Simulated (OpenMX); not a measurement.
# AlSn in OpenMX: the effect of volume scale

Crystal: AlSn.

```
Sn Al
1.0
     4.02298    0.00000    0.00000
    -2.01149    3.48400    0.00000
     0.00000    0.00000    3.16890
Sn Al
1 1
Direct
  0.33333 0.66667 0.50000
  0.00000 0.00000 0.00000
```

The cell comes from a database or a generator and needn't be the stable form of this composition.

Alike in all runs:

| Quantity | Value |
| --- | --- |
| Program | OpenMX 3.8.5 |
| Task | single point |
| Functional | PBE |
| Potentials or basis | OpenMX 2013 PBE set, Sn7.0-s3p2d2, Al7.0-s2p2d1, grid cutoff 500 Ry |
| k mesh | 5 × 5 × 7 |
| Occupations | fermi-dirac, width 0.05 eV |
| Spin | no spin polarisation |

```csv
volume scale,pressure (GPa)
0.88,6.5
0.92,3.9
0.96,2.5
1,?
1.04,-1.4
1.08,-2.9
```

**Question.** What does the run with volume scale 1 give?

**Answer.** Pressure 0.4 GPa.

Worked out: A parabola through the other rows of the pressure, of slope -44.7 GPa per unit of volume scale there, gives 0.4 GPa, against the run's 0.4.

Caveats: some runs use coarse meshes; the basis of atomic orbitals isn't converged, which shifts pressures, moduli and gaps.
